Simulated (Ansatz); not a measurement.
# CH2AlFO: how energies converge with the basis set

How large a basis does CH2AlFO need? Two functionals are run in growing sets.

Computed with Ansatz 0.2.0, Gaussian basis. Level: one geometry, several basis sets.

Levels to be run: PBE0-D4/def2-SVP; ωB97M-V/def2-SVP; PBE0-D4/def2-QZVPP; ωB97M-V/def2-QZVPP; the functionals' def2-TZVPP values are taken from earlier runs.

### Step 1. The relaxed structure

An earlier PBE0-D4 in a triple-zeta def2 set relaxation fixed the geometry.

SMILES `[F][Al]1[CH2][O]1`, 6 atoms, charge 0, spin multiplicity 1.

Atoms are counted from 1 here; the program's logs count them from 0.

Bond lengths: F1–Al2 1.634 Å, Al2–C3 1.867 Å, Al2–O4 1.690 Å, C3–O4 1.507 Å, C3–H5 1.090 Å, C3–H6 1.090 Å. Angles: F1–Al2–C3 168.9°, F1–Al2–O4 141.3°, C3–Al2–O4 49.8°, Al2–C3–O4 58.9°, Al2–C3–H5 123.7°, Al2–C3–H6 123.7°, O4–C3–H5 112.4°, O4–C3–H6 112.4°, H5–C3–H6 111.1°, Al2–O4–C3 71.2°.

### Step 2. PBE0-D4 in def2-SVP

File in.yaml:

```yaml
crystal:
  periodic: [false, false, false]
  atoms:
    - {symbol: F, position_ang: [-0.391796, -2.590736, 0.634582]}
    - {symbol: Al, position_ang: [-0.190299, -1.024519, 0.215913]}
    - {symbol: C, position_ang: [0.331959, 0.748363, -0.049716]}
    - {symbol: O, position_ang: [-0.897659, 0.191062, -0.720311]}
    - {symbol: H, position_ang: [1.093151, 1.053655, -0.767309]}
    - {symbol: H, position_ang: [0.096743, 1.558074, 0.640641]}
basis:
  gaussian: {orbitals: def2-SVP}
hamiltonian: {xc: pbe0, dispersion: d4}
output: {orbitals: {seedname: orbitals}}
```

Launch:

```sh
$ ansatz run in.yaml --threads 2 --pin off --events-out ev --progress --plain --max-ram 4352MiB
```

Log:

```text
Functional definition: PBE0
  name "PBE0"
  cite "Adamo & Barone, J. Chem. Phys. 110, 6158 (1999) doi:10.1063/1.478522"
  cite "Perdew, Burke & Ernzerhof, Phys. Rev. Lett. 77, 3865 (1996) doi:10.1103/PhysRevLett.77.3865"
  parent pbe
  parameter a = 0.25
  parameter kappa = 0.804
  parameter beta = 0.06672455060314922
  exchange = (1 - a)*pbe_x(kappa = kappa, mu = beta*pi^2/3) + a*exact_x
  correlation = pbe_c(beta = beta)
666 factors; integrals over basis functions are off by at most 7.9e-4 eV
mean field evaluation 1: about -12407.6275 eV, gradient 6.0e1 eV
mean field evaluation 2: about -12381.9424 eV, gradient 1.2e2 eV
mean field evaluation 4: about -12415.0762 eV, gradient 7.5e0 eV
mean field evaluation 8: about -12415.3162 eV, gradient 6.8e-1 eV
mean field evaluation 16: about -12415.3172 eV, gradient 1.9e-5 eV
mean field -12415.31716883 eV, -456.2544905502 hartree, gradient 1.9e-5 eV, S^2 0.000000; 0 other end points of the search recorded, 0 dependent functions left out
reference -12415.31719728 eV, -456.2544915957 hartree; 19, 19 occupied and 51, 51 virtual orbitals, 666 factors
Total energy: -12415.39082223 eV, -456.2571972628 hartree
```

It took 0.75 s on 2 threads of Arm Neoverse V2, shared host.

### Step 3. ωB97M-V in def2-SVP

in.yaml, as its differences from that of step 2:

```diff
@@ -11,3 +11,3 @@
   gaussian: {orbitals: def2-SVP}
-hamiltonian: {xc: pbe0, dispersion: d4}
+hamiltonian: {xc: {name: wB97M-V}}
 output: {orbitals: {seedname: orbitals}}
```

Same command.

Log (excerpt; [...] marks lines left out):

```text
Functional definition: wB97M-V
  name "wB97M-V"
  cite "Mardirossian & Head-Gordon, J. Chem. Phys. 144, 214110 (2016) doi:10.1063/1.4952647"
  cite "Becke, J. Chem. Phys. 107, 8554 (1997) doi:10.1063/1.475007"
  cite "Vydrov & Van Voorhis, J. Chem. Phys. 133, 244103 (2010) doi:10.1063/1.3521275"
  # Of w^i u^j: cxij and so on, Table III.
[...]
  gx(w, u) = 1 - cx + cx01*u + cx10*w
  gss(w, u) = css00 + css04*u^4 + css10*w + css20*w^2 + css43*w^4*u^3
  gos(w, u) = cos00 + cos10*w + (cos20 + cos21*u)*w^2 + (cos60 + cos61*u)*w^6
[...]
      + integral(e_c_pw_mod_opposite_spin*gos(b97_w_opposite, b97_u_opposite)) + vv10(b, c)
666 factors; integrals over basis functions are off by at most 7.9e-4 eV
179 factors; integrals over basis functions are off by at most 6.7e-6 eV
[...]
mean field -12422.36519232 eV, -456.5135006363 hartree, gradient 8.6e-6 eV, S^2 0.000000; 0 other end points of the search recorded, 0 dependent functions left out
reference -12422.36523676 eV, -456.5135022692 hartree; 19, 19 occupied and 51, 51 virtual orbitals, 666 factors
Total energy: -12422.36523676 eV, -456.5135022692 hartree
```

Wall time 3.4 s (2 threads of Arm Neoverse V2, shared host).

### Step 4. PBE0-D4 in def2-QZVPP

in.yaml, as its differences from that of step 3:

```diff
@@ -10,4 +10,4 @@
 basis:
-  gaussian: {orbitals: def2-SVP}
-hamiltonian: {xc: {name: wB97M-V}}
+  gaussian: {orbitals: "def2-QZVPP.json"}
+hamiltonian: {xc: pbe0, dispersion: d4}
 output: {orbitals: {seedname: orbitals}}
```

The command is unchanged.

Log:

```text
Functional definition: PBE0
  name "PBE0"
  cite "Adamo & Barone, J. Chem. Phys. 110, 6158 (1999) doi:10.1063/1.478522"
  cite "Perdew, Burke & Ernzerhof, Phys. Rev. Lett. 77, 3865 (1996) doi:10.1103/PhysRevLett.77.3865"
  parent pbe
  parameter a = 0.25
  parameter kappa = 0.804
  parameter beta = 0.06672455060314922
  exchange = (1 - a)*pbe_x(kappa = kappa, mu = beta*pi^2/3) + a*exact_x
  correlation = pbe_c(beta = beta)
1065 factors; their error is unknown
mean field evaluation 1: about -12415.7724 eV, gradient 7.1e1 eV
mean field evaluation 2: about -12380.3466 eV, gradient 1.5e2 eV
mean field evaluation 4: about -12425.3500 eV, gradient 1.1e1 eV
mean field evaluation 8: about -12425.5368 eV, gradient 2.6e-1 eV
mean field evaluation 16: about -12425.5435 eV, gradient 4.1e-5 eV
mean field -12425.54350697 eV, -456.6303015451 hartree, gradient 4.1e-5 eV, S^2 0.000000; 0 other end points of the search recorded, 0 dependent functions left out
reference -12425.54354205 eV, -456.6303028344 hartree; 19, 19 occupied and 282, 282 virtual orbitals, 1065 factors
Total energy: -12425.61716700 eV, -456.6330085014 hartree
```

Run time: 3.6 s. Hardware: 2 threads of Arm Neoverse V2, shared host; peak memory 0.62 GiB.

### Step 5. ωB97M-V in def2-QZVPP

in.yaml, as its differences from that of step 4:

```diff
@@ -11,3 +11,3 @@
   gaussian: {orbitals: "def2-QZVPP.json"}
-hamiltonian: {xc: pbe0, dispersion: d4}
+hamiltonian: {xc: {name: wB97M-V}}
 output: {orbitals: {seedname: orbitals}}
```

The command is unchanged.

Log (excerpt; [...] marks lines left out):

```text
Functional definition: wB97M-V
  name "wB97M-V"
  cite "Mardirossian & Head-Gordon, J. Chem. Phys. 144, 214110 (2016) doi:10.1063/1.4952647"
  cite "Becke, J. Chem. Phys. 107, 8554 (1997) doi:10.1063/1.475007"
  cite "Vydrov & Van Voorhis, J. Chem. Phys. 133, 244103 (2010) doi:10.1063/1.3521275"
  # Of w^i u^j: cxij and so on, Table III.
[...]
  gx(w, u) = 1 - cx + cx01*u + cx10*w
  gss(w, u) = css00 + css04*u^4 + css10*w + css20*w^2 + css43*w^4*u^3
  gos(w, u) = cos00 + cos10*w + (cos20 + cos21*u)*w^2 + (cos60 + cos61*u)*w^6
[...]
      + integral(e_c_pw_mod_opposite_spin*gos(b97_w_opposite, b97_u_opposite)) + vv10(b, c)
1022 factors; their error is unknown
246 factors; integrals over basis functions are off by at most 1.6e-5 eV
[...]
mean field -12432.71136514 eV, -456.8937154745 hartree, gradient 1.9e-5 eV, S^2 0.000000; 0 other end points of the search recorded, 0 dependent functions left out
reference -12432.71142342 eV, -456.8937176163 hartree; 19, 19 occupied and 282, 282 virtual orbitals, 1022 factors
Total energy: -12432.71142342 eV, -456.8937176163 hartree
```

Run time: 9.5 s. Hardware: 2 threads of Arm Neoverse V2, shared host; peak memory 0.92 GiB.

### Step 6. Density functionals: the series

The def2-TZVPP values come from earlier runs at the same geometry.

| functional | basis | functions | energy (eV) | from the largest (eV) | HOMO (eV) | LUMO (eV) |
| --- | --- | --- | --- | --- | --- | --- |
| PBE0-D4 | def2-SVP | 70 | -12415.3908 | 10.226 | -6.84 | -1.55 |
| PBE0-D4 | def2-TZVPP | 163 | -12425.0604 | 0.557 | -6.94 | -1.68 |
| PBE0-D4 | def2-QZVPP | 301 | -12425.6172 | 0.000 | -6.98 | -1.76 |
| ωB97M-V | def2-SVP | 70 | -12422.3652 | 10.346 | -9.08 | 0.24 |
| ωB97M-V | def2-TZVPP | 163 | -12432.1832 | 0.528 | -9.20 | 0.06 |
| ωB97M-V | def2-QZVPP | 301 | -12432.7114 | 0.000 | -9.24 | -0.17 |

### Step 7. Results

| quantity | value |
| --- | --- |
| PBE0-D4: double and triple zeta above quadruple | 10.23, 0.56 eV |
| ωB97M-V: double and triple zeta above quadruple | 10.35, 0.53 eV |

In words: PBE0-D4 gains 9.67 eV from double to triple zeta, then 0.56 eV more. These are total energies; as a rule much of such shifts cancels in differences, which this series doesn't test.

For PBE0-D4 the largest set took about 5 times as long as the smallest (3.6 s against 0.75 s).
